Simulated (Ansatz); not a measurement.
# SnTe: stress in a strained cell

Aim: deform SnTe (zz strain of -1 %) and compute stress, forces and field gradients with LAPW, PAW and all-electron datasets made for the crystal.

Program: Ansatz 0.2.0. Level of theory: DFT LDA, scalar-relativistic. These are calculated values, not measurements.

## 1. Starting point

It takes space group Fm-3m (No. 225, cubic). Conventional cell: a = 6.313 Å, b = 6.313 Å, c = 6.313 Å, α = 90.00°, β = 90.00°, γ = 90.00°. Sn (site symmetry m-3m) has 6 Te at 3.16 Å as nearest neighbours. Te (site symmetry m-3m) is surrounded by 6 Sn at 3.16 Å.

As a file:

```xyz
2
Lattice="0.0000 3.1565 3.1565 3.1565 0.0000 3.1565 3.1565 3.1565 0.0000" Properties=species:S:1:pos:R:3 pbc="T T T"
Sn    0.0000    0.0000    0.0000
Te    3.1565    3.1565    3.1565
```

Atoms are numbered in the order of the input: Sn1, Te2.

## 2. After the deformation

Space group Fm-3m before, I4/mmm after.

## 3. All-electron LAPW

input.yaml reads:

```yaml
crystal:
  lattice:
    - [0.0, 3.1565, 3.124935]
    - [3.1565, 0.0, 3.124935]
    - [3.1565, 3.1565, 0.0]
  atoms:
    - { symbol: Sn, position: [0.0, 0.0, 0.0] }
    - { symbol: Te, position: [0.5, 0.5, 0.5] }
kpoints:
  mp_grid: { grid: [11, 11, 11] }
  band_path:
    path:
      - [0.0, 0.0, 0.0]
      - [0.0, 0.5, 0.5]
      - [0.25, 0.75, 0.5]
      - [0.0, 0.5, 0.0]
      - [0.0, 0.0, 0.0]
      - [0.5, 0.5, 0.0]
      - [0.3775380063, 0.6224619937, 0.0]
      - [-0.3775380063, 0.3775380063, 0.0]
      - [0.0, 0.0, 0.0]
    npoints: 5
scf:
  occupations: { method: fermi_dirac, width: 0.08 }
hamiltonian:
  xc: lda
  pseudopotentials: { kind: all_electron, lapw: { basis_error: 0.00025 } }
output:
  forces: true
  stress: true
  eigenvalues: true
```

Started as:

```bash
ansatz run input.yaml --threads 1 --pin off --max-ram 3072MiB --backend cpu --events-out ev --progress --plain --runs-dir out
```

Output, shortened:

```text
LAPW: plane waves up to 7.639 Å⁻¹, error target 2.5e-4 eV per atom; small_component_spin mean_spin; Sn in spheres of 1.576 Å, 22 of its electrons in bands, Dirac shells []; Te in spheres of 1.549 Å, 24 of its electrons in bands, Dirac shells []
[...]
Pseudopotentials: kind: all_electron
Pseudopotential: Sn, LAPW, valence charge 22, Koelling and Harmon's equation, gaussian nucleus
Pseudopotential: Te, LAPW, valence charge 24, Koelling and Harmon's equation, gaussian nucleus
Functional definition: SPW92
[...]
Crystal: 2 atoms, lattice volume = 62.271 Å³
Basis set: ecut = 222.32215513147733 eV, 459 PW (Γ), exchange–correlation at level 2
Bands: 28, of which v1, the nominal top of the filled ones, is band 23 counted from 1 (22 counted from 0)
Symmetry: 16 space group operations
Space group: I4/mmm (ITA 139), of the structure as read, at distance tolerance 4.0e-5 Å
k-points: 126 of 1331
[...]
SCF iter   1: F=—  HF=-352677.300335 eV  |F-HF|=—  |Δ(HF+E_count)|=         —  Δρ=1.23e-2  dr2=1.96e-1  ethr=4.25e-4  ⟨swp⟩=2.8  Hψ=22765  notcnv=0
[...]
SCF iter   7: F=-352677.238697 eV  HF=-352677.238697 eV  |F-HF|=1.16e-9  |Δ(HF+E_count)|=   3.33e-8  Δρ=2.28e-6  dr2=3.08e-9  ethr=4.24e-10  ⟨swp⟩=2.0  Hψ=10503  notcnv=0
[...]
NSCF: frozen V_eff on 41 k-points
SCF converged after 7 iterations
Free energy (F): -352677.238697 eV
[...]
E sigma→0 (E₀):  -352677.237808 eV
Entropy (-TS):   -0.001777 eV (-0.888 meV/atom)
Fermi energy:    11.770183 eV
[...]
--- Forces (eV/Å), atoms counted from 1 ---
  atom   1  Sn     0.00000000     0.00000000     0.00000000
  atom   2  Te    -0.00000000     0.00000000    -0.00000000
[...]
--- Stress (GPa, compression-positive) ---
       -1.691330       0.000000      -0.000000
        0.000000      -1.691330      -0.000000
       -0.000000      -0.000000      -0.383848
  P = ⅓ Tr σ = -1.2555 GPa (-12.555 kbar)
--- Band table (eV; the first three rows and the last of 126) ---
[...]
```

Wall time 20 s (1 thread of Intel Xeon 6975P-C (Granite Rapids), shared host); peak memory 0.64 GiB.

Read from it: pressure -1.26 GPa; gap 0.13 eV, direct at N.

## 4. Frozen-core PAW

input.yaml reads:

```yaml
crystal:
  lattice:
    - [0.0, 3.1565, 3.124935]
    - [3.1565, 0.0, 3.124935]
    - [3.1565, 3.1565, 0.0]
  atoms:
    - { symbol: Sn, position: [0.0, 0.0, 0.0] }
    - { symbol: Te, position: [0.5, 0.5, 0.5] }
kpoints:
  mp_grid: { grid: [11, 11, 11] }
scf:
  occupations: { method: fermi_dirac, width: 0.08 }
hamiltonian:
  xc: lda
  pseudopotentials: { kind: paw }
output:
  forces: true
  stress: true
  eigenvalues: true
  efg: { contact_densities: true }
  write_density: true
  write_potential: true
  elf: true
  volumetric_format: npy
```

Started as:

```bash
ansatz run input.yaml --threads 1 --pin off --max-ram 3072MiB --backend cpu --events-out ev --progress --plain --runs-dir out
```

Output, shortened:

```text
Sn, Te: output.efg is read without spin–orbit coupling, which moves field gradients at and beside such atoms by some per cent and up to a factor of two; PAW files take it under magnetization.noncollinear and magnetization.spin_orbit
[...]
Pseudopotentials: kind: paw
Pseudopotential: Sn, paw, valence charge 14, recommended cutoff 420 eV (normal)
Pseudopotential: Te, paw, valence charge 16, recommended cutoff 420 eV (normal)
[... 1 set-up line as earlier in the session ...]
[...]
Crystal: 2 atoms, lattice volume = 62.271 Å³
Basis set: ecut = 420 eV, 1243 PW (Γ)
Bands: 19, of which v1, the nominal top of the filled ones, is band 15 counted from 1 (14 counted from 0)
[... 2 set-up lines as earlier in the session ...]
k-points: 126 of 1331
[...]
  atom   1  Sn     0.00000000    -0.00000000     0.00000000
  atom   2  Te     0.00000000    -0.00000000    -0.00000000
[...]
--- Stress (GPa, compression-positive) ---
       -1.706574       0.000000      -0.000000
        0.000000      -1.706574      -0.000000
       -0.000000      -0.000000      -0.399880
  P = ⅓ Tr σ = -1.2710 GPa (-12.710 kbar)
--- PAW observables at the nuclei: V_zz in 10²¹ V/m², potentials from the cell's mean, atoms counted from 1 ---
  atom   1  Sn V_zz =    -1.530229   η = 0.0000   by run symmetry: allowed
            electrostatic potential = -8172.170047 V   contact ρ = 1231550.121617 e/Å³
  atom   2  Te V_zz =    -0.377277   η = 0.0000   by run symmetry: allowed
            electrostatic potential = -8648.453635 V   contact ρ = 1462968.662924 e/Å³
--- Band table (eV; the first three rows and the last of 126) ---
  k-point 0: bands = ["-27.5430", "-27.5415", "-27.5369", "-27.5369", "-27.5361", "-12.3616", "-12.3590", "-12.3531", "-12.3510", "-12.3510", "-3.4613", "4.5878", "7.2154", "7.3266", "7.3266", "12.6347", "12.6347", "12.8827", "14.2201"]
[...]
```

It took 6.2 s on 1 thread of Intel Xeon 6975P-C (Granite Rapids), shared host; peak memory 0.53 GiB.

This run gives: pressure -1.27 GPa; gap on the k mesh 0.42 eV (an odd mesh misses the zone boundary); Vzz Sn1 -1.53 (η = 0.00), Te2 -0.38 (η = 0.00) (10²¹ V/m²).

The fields are shown in the conventional cell of this run's space group, carried over from its grid by interpolation.

Density in a lattice plane of the grid's cell (edges 4.46 and 6.25 Å, at 0.000 of the third edge), which holds Sn and Te.

Values in e/Å³, 12 rows by 8 columns:
```
 5.05  1.54  0.22  0.06  0.04  0.06  0.22  1.54
 0.49  0.29  0.10  0.04  0.03  0.04  0.10  0.29
 0.23  0.17  0.07  0.03  0.02  0.03  0.07  0.17
 0.57  0.38  0.14  0.05  0.03  0.05  0.14  0.38
 6.05  1.58  0.31  0.08  0.04  0.08  0.31  1.58
16.45  4.88  0.43  0.11  0.05  0.11  0.43  4.88
 6.05  1.58  0.31  0.08  0.04  0.08  0.31  1.58
 0.57  0.38  0.14  0.05  0.03  0.05  0.14  0.38
 0.23  0.17  0.07  0.03  0.02  0.03  0.07  0.17
 0.49  0.29  0.10  0.04  0.03  0.04  0.10  0.29
 5.05  1.54  0.22  0.06  0.04  0.06  0.22  1.54
16.45  4.04  0.33  0.08  0.05  0.08  0.33  4.04
```
Columns run along the first of these edges and rows up along the second, over one cell in 8 and 12 even steps from the bottom left corner. Atoms in the plane (fractional): Sn at (0.00, 0.00), Te at (0.00, 0.50).

ELF in the same plane.

Ten even steps from ' ' (0.00) to '@' (0.62):
```
    ::++++++--::......::--++++++::  
::--++++++==::..      ..::==++++++--
++++++++==--..          ..--==++++++
++++++==--::..          ..::--==++++
####**++--::..          ..::--++**##
@@@@@@%%##==::..      ..::==##%%@@@@
%%%%@@@@@@%%==::      ::==%%@@@@@@%%
==++##%%@@@@##--..  ..--##@@@@%%##++
    --##%%@@%%==......==%%@@%%##--  
--  ::**%%@@%%==......==%%@@%%**::  
    --##%%@@%%==......==%%@@%%##--  
==++##%%@@@@##--..  ..--##@@@@%%##++
%%%%@@@@@@%%==::      ::==%%@@@@@@%%
@@@@@@%%##==::..      ..::==##%%@@@@
####**++--::..          ..::--++**##
++++++==--::..          ..::--==++++
++++++++==--..          ..--==++++++
::--++++++==::..      ..::==++++++--
    ::++++++--::......::--++++++::  
    ..==++++==::..  ..::==++++==..  
```
Columns run along the first of these edges and rows up along the second, over one cell in 18 and 20 even steps from the bottom left corner. Atoms in the plane (fractional): Sn at (0.00, 0.00), Te at (0.00, 0.50).

Both are smooth fields of the valence electrons: close to the nuclei they are not physical.

Outside the cores ELF peaks at 0.64 beside Te, off the lines to its neighbours, 1.3 Å from Te; 0.63 on the Te–Sn line, 1.3 Å from Te.

## 5. All-electron PAW on datasets made for the crystal

input.yaml: that of step 4 with these lines changed.

```diff
@@ -14,3 +14,3 @@
   xc: lda
-  pseudopotentials: { kind: paw }
+  pseudopotentials: { kind: all_electron, datasets: crystal }
 output:
@@ -20,5 +20 @@
   efg: { contact_densities: true }
-  write_density: true
-  write_potential: true
-  elf: true
-  volumetric_format: npy
```

Started as:

```bash
ansatz run input.yaml --threads 1 --pin off --max-ram 3072MiB --backend cpu --events-out ev --progress --plain --runs-dir out
```

Output, shortened:

```text
[...]
Sn, Te: output.efg is read without spin–orbit coupling, which moves field gradients at and beside such atoms by some per cent and up to a factor of two; PAW files take it under magnetization.noncollinear and magnetization.spin_orbit
[...]
[... 1 set-up line as earlier in the session ...]
Pseudopotential: Sn, paw, valence charge 14, recommended cutoff 240 eV (normal), Koelling and Harmon's equation, gaussian nucleus
Pseudopotential: Te, paw, valence charge 16, recommended cutoff 240 eV (normal), Koelling and Harmon's equation, gaussian nucleus
[... 1 set-up line as earlier in the session ...]
[...]
Crystal: 2 atoms, lattice volume = 62.271 Å³
Basis set: ecut = 240 eV, 531 PW (Γ)
Bands: 14, of which v1, the nominal top of the filled ones, is band 10 counted from 1 (9 counted from 0)
[... 2 set-up lines as earlier in the session ...]
[...]
       -0.000000      -0.000000      -0.384151
  P = ⅓ Tr σ = -1.2558 GPa (-12.558 kbar)
  It holds what live shells' own plane waves past their cutoff add
--- PAW observables at the nuclei: V_zz in 10²¹ V/m², potentials from the cell's mean, atoms counted from 1 ---
  atom   1  Sn V_zz =    -1.570413   η = -0.0000   by run symmetry: allowed
            electrostatic potential = -8168.148298 V   contact ρ = 1231432.545724 e/Å³
  atom   2  Te V_zz =    -0.378994   η = 0.0000   by run symmetry: allowed
            electrostatic potential = -8644.263245 V   contact ρ = 1462773.552872 e/Å³
--- Band table (eV; the first three rows and the last of 126) ---
  k-point 0: bands = ["-9.9689", "-9.9670", "-9.9599", "-9.9583", "-9.9583", "-1.0831", "6.9680", "9.5931", "9.7044", "9.7044", "15.0131", "15.0131", "15.2611", "16.5981"]
[...]
  guard bands above this table: 0 of the run's 14 bands, where the rule asks 2: the bands that hold charge and the lowest empty level above them stay in the table. A level can be missing at the table's top as with no guard band: raise scf.n_extra_bands
```

Wall time 9.5 s (1 thread of Intel Xeon 6975P-C (Granite Rapids), shared host); peak memory 0.68 GiB.

Read from it: pressure -1.26 GPa; gap on the k mesh 0.42 eV (an odd mesh misses the zone boundary); Vzz Sn1 -1.57 (η = 0.00), Te2 -0.38 (η = 0.00) (10²¹ V/m²).

## 6. Stress and forces compared

Stress (GPa, compression positive):

```csv
method,xx,yy,zz,yz,xz,xy
LAPW,-1.69,-1.69,-0.38,0.00,0.00,0.00
PAW,-1.71,-1.71,-0.40,0.00,0.00,0.00
crystal datasets,-1.69,-1.69,-0.38,0.00,0.00,0.00
```

| method | pressure (GPa) | gap on the k mesh (eV) | Vzz Sn1 (10²¹ V/m²) | Vzz Te2 (10²¹ V/m²) | SCF cycles, all passes |
| --- | --- | --- | --- | --- | --- |
| LAPW | -1.26 | 0.42 | – | – | 7 |
| PAW | -1.27 | 0.42 | -1.53 | -0.38 | 6 |
| crystal datasets | -1.26 | 0.42 | -1.57 | -0.38 | 7 |

## 7. Summary of results

```
                                 quantity                                              value
                                 pressure  LAPW -1.26, PAW -1.27, crystal datasets -1.26 GPa
largest shear or deviatoric stress (LAPW)                                           0.87 GPa
```

The largest part of the stress beyond the pressure is 0.87 GPa in size, in the zz component; the atoms are carried along and not relaxed. No run of the undeformed cell stands beside it, so the pressure holds what the given cell had before the change. PAW: stress within 0.02 GPa of LAPW. Crystal datasets: stress within 0.01 GPa of LAPW. Spin-orbit coupling is left out, though the cell holds Te; in elements this heavy it can shift bands and gaps by tenths of an eV.
